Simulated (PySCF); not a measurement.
# C3H8O2Si: magnetic properties

Wanted: magnetic properties for C3H8O2Si (`[SiH3]O[C@@H]1CCO1`).

Computed with PySCF 2.14.0 and routines of our own; the level stands in each step. Atoms count from 0.

### Step 1. The system as given

14 atoms, charge 0, multiplicity 1; geometry from: GFN2-xTB.

### Step 2. Magnetic properties: GIAO CAM-B3LYP/pcSseg-1

What the job is given:

```
{"job": {"kind": "mag", "xc": "CAM-B3LYP", "basis": "pcSseg-1", "isotopologues": 2}, "charge": 0, "multiplicity": 1}
Si     1.909417     0.973896    -0.125532
O      1.320212    -0.549959    -0.232744
C      0.125912    -0.923422     0.305951
C     -1.093336    -0.827300    -0.626775
C     -1.612926     0.182849     0.396725
O     -0.427531     0.045652     1.188310
H      0.991598     1.948013    -0.726506
H      3.097468     0.764728    -0.939808
H      2.188028     1.349722     1.256608
H      0.259569    -1.892899     0.808114
H     -1.673080    -1.738253    -0.739774
H     -0.844921    -0.410295    -1.598473
H     -1.743571     1.206840     0.039806
H     -2.497515    -0.130045     0.956997
```

Level: GIAO CAM-B3LYP/pcSseg-1 magnetisability, rotational g tensor and spin-rotation constants, non-relativistic, gas phase.

On the command line:

```sh
OMP_NUM_THREADS=1 python excited_run.py task.json out
```

This one command runs all jobs of the session in turn.

What it wrote:

```text
coarse grid: 12016 points
cycle   1  E = -558.7075921393  dE =  1.017e+00  |g| = 8.945e-01  |ddm| = 3.241e+00
cycle   2  E = -558.6379194305  dE =  6.967e-02  |g| = 1.127e+00  |ddm| = 1.227e+00
cycle   3  E = -558.8479199337  dE = -2.100e-01  |g| = 5.577e-02  |ddm| = 7.063e-01
cycle   4  E = -558.8484434495  dE = -5.235e-04  |g| = 2.568e-02  |ddm| = 5.828e-02
cycle   5  E = -558.8485881320  dE = -1.447e-04  |g| = 5.609e-03  |ddm| = 2.363e-02
cycle   6  E = -558.8485952854  dE = -7.153e-06  |g| = 9.044e-04  |ddm| = 5.305e-03
final grid: 110944 points
cycle   7  E = -558.9148957407  dE = -2.332e-05  |g| = 4.477e-03  |ddm| = 1.337e-02
cycle   8  E = -558.9148946668  dE =  1.074e-06  |g| = 5.259e-03  |ddm| = 5.446e-03
cycle   9  E = -558.9148994411  dE = -4.774e-06  |g| = 5.218e-04  |ddm| = 2.913e-03
cycle  10  E = -558.9148994867  dE = -4.553e-08  |g| = 1.513e-04  |ddm| = 4.671e-04
cycle  11  E = -558.9148994910  dE = -4.305e-09  |g| = 5.660e-05  |ddm| = 1.413e-04
cycle  12  E = -558.9148994915  dE = -5.316e-10  |g| = 1.560e-05  |ddm| = 4.887e-05
converged SCF energy = -558.9148994915

Magnetisability tensor (1e-30 J/T^2)
     -930.70       26.55      -78.85
       26.55     -882.29      -60.99
      -78.85      -60.99     -891.01
isotropic -901.33   principal values    -995.28   -922.83   -785.89
isotropic susceptibility -54.280 1e-6 cm^3/mol

Inertial axes            a          b          c
rot. const./GHz      6.2490     2.0640     1.8838
chi total           -53.375    -56.084    -53.380
chi diamagnetic    -293.810   -683.198   -736.634
chi paramagnetic    240.436    627.114    683.253
quadrupole/D A        4.835     -3.701     -1.135
g nuclear            0.6239     0.5885     0.5831
g electronic        -0.7059    -0.6081    -0.6047
g total             -0.0820    -0.0196    -0.0216

Spin-rotation constants (kHz, H = +C I.J)
atom  isotope        aa         bb         cc
  6     1H       -0.416     -0.137      0.009
  7     1H        0.001     -0.088     -0.167
  8     1H       -0.528     -0.055     -0.032
  9     1H       -0.582     -0.110      0.060
 10     1H       -0.101     -0.092     -0.217
 11     1H       -0.529     -0.237      0.031
 12     1H       -0.599     -0.063     -0.028
 13     1H        0.265     -0.184     -0.173
  0   29Si*      -3.513     -1.201     -1.118
  1    17O*      -0.834     -0.171     -0.262
  2    13C*       1.797      0.518      0.527
  3    13C*       0.971      0.399      0.311
  4    13C*       1.349      0.520      0.345
  5    17O*      -0.747     -0.123     -0.344
* in the singly substituted isotopologue

Isotopologues: g along a, b, c
2H    at 6,7,8,9,10,11,    -0.0661    -0.0170    -0.0185
30Si  at 0                 -0.0819    -0.0190    -0.0209
```

Wall time 23 s (1 thread of Arm Neoverse V1, shared host); peak memory 0.78 GiB.

From this job:

```tsv
quantity	value
magnetisability	-901·10⁻³⁰ J/T²
molar susceptibility	-54.3·10⁻⁶ cm³/mol
rotational g (a, b, c)	-0.0820, -0.0196, -0.0216
```

### Step 3. Magnetic properties: GIAO KT1/pcSseg-1

Settings changed since step 2:

```diff
@@ -1,2 +1,2 @@
-{"job": {"kind": "mag", "xc": "CAM-B3LYP", "basis": "pcSseg-1", "isotopologues": 2}, "charge": 0, "multiplicity": 1}
+{"job": {"kind": "mag", "xc": "KT1", "basis": "pcSseg-1"}, "charge": 0, "multiplicity": 1}
 Si     1.909417     0.973896    -0.125532
```

Level: GIAO KT1/pcSseg-1 magnetisability, rotational g tensor and spin-rotation constants, non-relativistic, gas phase.

What it wrote:

```text
coarse grid: 12016 points
cycle   1  E = -563.5294310862  dE =  8.034e-01  |g| = 8.691e-01  |ddm| = 3.298e+00
cycle   2  E = -563.1089557596  dE =  4.205e-01  |g| = 1.692e+00  |ddm| = 2.415e+00
cycle   3  E = -563.6643458525  dE = -5.554e-01  |g| = 1.458e-01  |ddm| = 1.910e+00
cycle   4  E = -563.6680460170  dE = -3.700e-03  |g| = 7.867e-02  |ddm| = 2.051e-01
cycle   5  E = -563.6694122175  dE = -1.366e-03  |g| = 2.028e-02  |ddm| = 7.601e-02
cycle   6  E = -563.6694621157  dE = -4.990e-05  |g| = 1.229e-02  |ddm| = 2.314e-02
cycle   7  E = -563.6694906828  dE = -2.857e-05  |g| = 9.341e-04  |ddm| = 9.934e-03
cycle   8  E = -563.6694908556  dE = -1.728e-07  |g| = 2.882e-04  |ddm| = 1.330e-03
final grid: 110944 points
cycle   9  E = -563.7674434872  dE = -2.252e-04  |g| = 1.784e-02  |ddm| = 5.139e-02
cycle  10  E = -563.7673596893  dE =  8.380e-05  |g| = 2.577e-02  |ddm| = 3.739e-02
cycle  11  E = -563.7674945299  dE = -1.348e-04  |g| = 4.290e-03  |ddm| = 2.713e-02
cycle  12  E = -563.7674974276  dE = -2.898e-06  |g| = 1.462e-03  |ddm| = 4.192e-03
cycle  13  E = -563.7674979062  dE = -4.785e-07  |g| = 1.159e-04  |ddm| = 1.145e-03
cycle  14  E = -563.7674979084  dE = -2.268e-09  |g| = 5.142e-05  |ddm| = 1.776e-04
cycle  15  E = -563.7674979090  dE = -5.707e-10  |g| = 2.262e-05  |ddm| = 6.763e-05
converged SCF energy = -563.7674979090

Magnetisability tensor (1e-30 J/T^2)
     -897.16       34.06      -91.80
       34.06     -861.29      -65.65
      -91.80      -65.65     -866.74
isotropic -875.06   principal values    -978.04   -903.06   -744.09
isotropic susceptibility -52.698 1e-6 cm^3/mol

Inertial axes            a          b          c
rot. const./GHz      6.2490     2.0640     1.8838
chi total           -50.971    -54.950    -52.172
chi diamagnetic    -294.051   -683.798   -737.048
chi paramagnetic    243.080    628.849    684.876
quadrupole/D A        4.534     -3.391     -1.142
g nuclear            0.6239     0.5885     0.5831
g electronic        -0.7136    -0.6098    -0.6061
g total             -0.0897    -0.0213    -0.0230

Spin-rotation constants (kHz, H = +C I.J)
atom  isotope        aa         bb         cc
  6     1H       -0.391     -0.134      0.015
  7     1H        0.021     -0.085     -0.166
  8     1H       -0.510     -0.051     -0.026
  9     1H       -0.570     -0.103      0.066
 10     1H       -0.078     -0.088     -0.218
 11     1H       -0.526     -0.242      0.038
 12     1H       -0.598     -0.057     -0.023
 13     1H        0.296     -0.183     -0.173
  0   29Si*      -3.399     -1.158     -1.092
  1    17O*      -0.959     -0.192     -0.288
  2    13C*       1.777      0.518      0.522
  3    13C*       0.966      0.389      0.309
  4    13C*       1.338      0.517      0.340
  5    17O*      -0.889     -0.148     -0.373
* in the singly substituted isotopologue
```

Run time: 25 s. Hardware: 1 thread of Arm Neoverse V1, shared host; peak memory 0.49 GiB.

In short:

```tsv
quantity	value
magnetisability	-875·10⁻³⁰ J/T²
molar susceptibility	-52.7·10⁻⁶ cm³/mol
rotational g (a, b, c)	-0.0897, -0.0213, -0.0230
```

### Step 4. Magnetic properties: common gauge origin X3LYP/6-311G**

Settings changed since step 3:

```diff
@@ -1,2 +1,2 @@
-{"job": {"kind": "mag", "xc": "KT1", "basis": "pcSseg-1"}, "charge": 0, "multiplicity": 1}
+{"job": {"kind": "mag", "xc": "X3LYP", "basis": "6-311G**", "gauge": [0, 0, 0]}, "charge": 0, "multiplicity": 1}
 Si     1.909417     0.973896    -0.125532
```

With the program's defaults for keys left out, this is: common gauge origin X3LYP/6-311G** magnetisability, rotational g tensor and spin-rotation constants, non-relativistic, gas phase.

What it wrote:

```text
coarse grid: 12016 points
cycle   1  E = -558.8422164436  dE =  8.800e-01  |g| = 9.301e-01  |ddm| = 2.899e+00
cycle   2  E = -558.6132992933  dE =  2.289e-01  |g| = 1.460e+00  |ddm| = 1.839e+00
cycle   3  E = -558.9874375002  dE = -3.741e-01  |g| = 1.019e-01  |ddm| = 1.278e+00
cycle   4  E = -558.9889902695  dE = -1.553e-03  |g| = 4.926e-02  |ddm| = 9.737e-02
cycle   5  E = -558.9895394239  dE = -5.492e-04  |g| = 7.955e-03  |ddm| = 3.800e-02
cycle   6  E = -558.9895502884  dE = -1.086e-05  |g| = 2.625e-03  |ddm| = 6.042e-03
cycle   7  E = -558.9895514098  dE = -1.121e-06  |g| = 8.220e-04  |ddm| = 2.234e-03
final grid: 110944 points
cycle   8  E = -559.0005945672  dE = -2.804e-05  |g| = 7.045e-03  |ddm| = 2.657e-02
cycle   9  E = -559.0005832281  dE =  1.134e-05  |g| = 1.062e-02  |ddm| = 1.033e-02
cycle  10  E = -559.0006035300  dE = -2.030e-05  |g| = 1.100e-03  |ddm| = 6.857e-03
cycle  11  E = -559.0006037546  dE = -2.246e-07  |g| = 2.765e-04  |ddm| = 1.080e-03
cycle  12  E = -559.0006037686  dE = -1.392e-08  |g| = 1.030e-04  |ddm| = 2.478e-04
cycle  13  E = -559.0006037705  dE = -1.889e-09  |g| = 2.681e-05  |ddm| = 9.753e-05
cycle  14  E = -559.0006037706  dE = -1.214e-10  |g| = 5.730e-06  |ddm| = 2.102e-05
converged SCF energy = -559.0006037706

Magnetisability tensor (1e-30 J/T^2)
    -2054.58      850.47     -347.63
      850.47    -3429.58      -64.79
     -347.63      -64.79    -3849.84
isotropic -3111.33   principal values   -3964.81  -3772.59  -1596.60
isotropic susceptibility -187.369 1e-6 cm^3/mol

Inertial axes            a          b          c
rot. const./GHz      6.2490     2.0640     1.8838
chi total           -97.648   -226.643   -237.815
chi diamagnetic    -293.055   -682.826   -736.198
chi paramagnetic    195.407    456.183    498.383
quadrupole/D A        4.437     -3.447     -0.990
g nuclear            0.6239     0.5885     0.5831
g electronic        -0.5737    -0.4423    -0.4411
g total              0.0502     0.1462     0.1420

Spin-rotation constants (kHz, H = +C I.J)
atom  isotope        aa         bb         cc
  6     1H        0.008     -0.453     -0.324
  7     1H       -0.348      0.800      0.498
  8     1H       -0.547     -0.041      0.157
  9     1H       -0.469     -0.290     -0.177
 10     1H       -0.107     -0.024     -0.087
 11     1H       -0.423     -0.499     -0.297
 12     1H       -0.433     -0.271     -0.191
 13     1H        0.087     -0.001      0.036
  0   29Si*      -3.389     -1.156     -1.064
  1    17O*      -0.974     -0.123     -0.218
  2    13C*       1.600      0.361      0.345
  3    13C*       0.862      0.333      0.253
  4    13C*       1.219      0.479      0.322
  5    17O*      -0.879     -0.116     -0.311
* in the singly substituted isotopologue
```

It took 9.1 s on 1 thread of Arm Neoverse V1, shared host; peak memory 0.74 GiB.

The run ended normally, but its values are not to be used for the molecule: a common gauge origin replaces GIAOs, so the magnetic properties depend on where the origin lies.

### Step 5. The levels compared

```tsv
level	ξ (10⁻³⁰ J/T²)	g(a)	g(b)	gap (eV)	functions	time
GIAO CAM-B3LYP/pcSseg-1	-901	-0.0820	-0.0196	10.82	149	23 s
GIAO KT1/pcSseg-1	-875	-0.0897	-0.0213	5.84	149	25 s
```

### Step 6. What came out

| quantity | value |
| --- | --- |
| magnetisability (step 2, GIAO CAM-B3LYP/pcSseg-1) | -901·10⁻³⁰ J/T² |
| molar susceptibility (step 2, GIAO CAM-B3LYP/pcSseg-1) | -54.3·10⁻⁶ cm³/mol |
| rotational g (a, b, c) (step 2, GIAO CAM-B3LYP/pcSseg-1) | -0.0820, -0.0196, -0.0216 |
| magnetisability over the levels | -901 to -875·10⁻³⁰ J/T² |
| runs | 0 failed, 1 ended on unsound input |

What this shows: The magnetisability spreads by 3.0 % over 2 levels of like cost. Two levels can agree by chance, so this spread shows no convergence. Vibrational averaging and real surroundings are missing from these values.
